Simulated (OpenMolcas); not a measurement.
# Ta⁴⁺ among point charges: CASSCF and CASPT2 levels and susceptibility

How does a field of 6 point charges split the states of Ta⁴⁺, and what χT follows?

Method: state-averaged CASSCF and CASPT2, spin-orbit coupling by RASSI with atomic mean-field integrals. Code: OpenMolcas 26.06.

## (1) The atom as given

```
Species                           : Ta⁴⁺ (tantalum, Z = 73, 69 electrons)
Basis                             : ANO-RCC-VDZP [7s6p4d2f1g], 68 functions
Scalar Hamiltonian                : DKH2, point nucleus
Inactive shells                   : 1s 2s 2p 3s 3p 3d 4s 4p 4d 4f 5s 5p
Active space                      : 1 electron in 5 orbitals (5d)
Some configurations of this space : 5d
Orbitals                          : optimised for each spin and parity, averaged over all roots
```

The outer shells:

5d
```
5d [↑ ][  ][  ][  ][  ]
```

The ion sits among 6 point charges of -1.7 e arranged as a trigonal antiprism (D3d), 2.15 Å from the ion, with a polar angle of 60.2° against the regular 54.74°.

The work runs as a chain of OpenMolcas steps in one folder; each step below is one input file. Labels, J, g values, rates, χT and fits are worked out afterwards by a script from the matrices that RASSI stores. The input lists half of the charges; inversion (Group=XYZ) makes the rest.

## (2) Basis and integrals

File a.inp:

```
&GATEWAY
Coord
1

Ta 0.0 0.0 0.0
Basis=ANO-RCC-VDZP
Group=XYZ
NoMove
AngMom=0.0 0.0 0.0
AMFI
XField
3 Angstrom 0
0.000000 1.865867 1.068195 -1.700000
1.615888 -0.932933 1.068195 -1.700000
1.615888 0.932933 -1.068195 -1.700000
&SEWARD
```

## (3) Reference wave functions, doublets of even parity, 5 roots

File a.inp:

```
&RASSCF
FileOrb=start.orb
Symmetry=1
Spin=2
nActEl=1 0 0
Inactive=15 19
Ras2=5 0
CIRoot=5 5 1
SDav=5
CIMx=300
Iter=120 100
PrWF=0.3
OrbListing=Nothing
MaxOrb=0
>>> COPY $Project.JobIph JOB001
```

start.orb holds the contracted functions of the basis, ordered by shell, or the orbitals of the step before.

## (4) State interaction with spin-orbit coupling

File a.inp:

```
&RASSI
NrOfJobIphs=1 5
1 2 3 4 5
IphNames
JOB001
EJob
SpinOrbit
DIPRint=1.0
SOCoupling=1000.0
Subsets=2
Property=9
'ANGMOM' 1 'ANGMOM' 2 'ANGMOM' 3 'MLTPL  1' 1 'MLTPL  1' 2 'MLTPL  1' 3
'AMFI' 1 'AMFI' 2 'AMFI' 3
SOProperty=3
'ANGMOM' 1 'ANGMOM' 2 'ANGMOM' 3
```

## (5) CASPT2: IPEA 0.25, imaginary shift 0.1 (closed shells correlated: 4f 5s 5p)

File a.inp:

```
>>> COPY JOB001 $Project.JobIph
&CASPT2
Multistate=5 1 2 3 4 5
NoMult
Frozen=14 9
IPEA=0.25
Imaginary=0.1
MaxIter=60
WThr=0.0 0.3 0.05
PrWF=0.5
NoMix
```

(Steps that only read results are left out.)

What does the calculation give? Wanted: spin-free ground state; first state of the same spin within the active space; lowest level; next level.

As calculated:

| quantity | value |
| --- | --- |
| method | SS-CASPT2, IPEA 0.25, imaginary shift 0.1 (closed shells correlated: 4f 5s 5p) |
| spin-free ground state | 2A1, 1-fold in its orbital part |
| first state of the same spin within the active space | 2E at 5490 cm⁻¹ |
| lowest level | 2-fold E1/2, g = 0.06, 0.06, 1.56 |
| next level | 5710.0 cm⁻¹ |
| χT at 300 K | 0.10 cm³ K/mol |
| effective moment at 300 K | 0.90 μB |

Cost by method:

```csv
method,time of its own steps,time with the reference
A. CASSCF,1.2 s,1.2 s
"B. SS-CASPT2, IPEA 0.25, imaginary shift 0.1, +4f 5s 5p",0.62 s,1.8 s
```

Times are of one thread on a shared host.

**Reading.** The spin-free ground state (2A1) comes to 100 % from free-ion D terms and keeps the highest spin of the shell. χT at 300 K is 0.10, against 0.38 cm³ K/mol for the spin alone, so orbital moment lowers it. CASPT2 does not keep the components of a term degenerate, and the means are used. The field of point charges can differ much from that of real complexes. Point charges carry no covalency, so the field is a model and not that of real ligands.
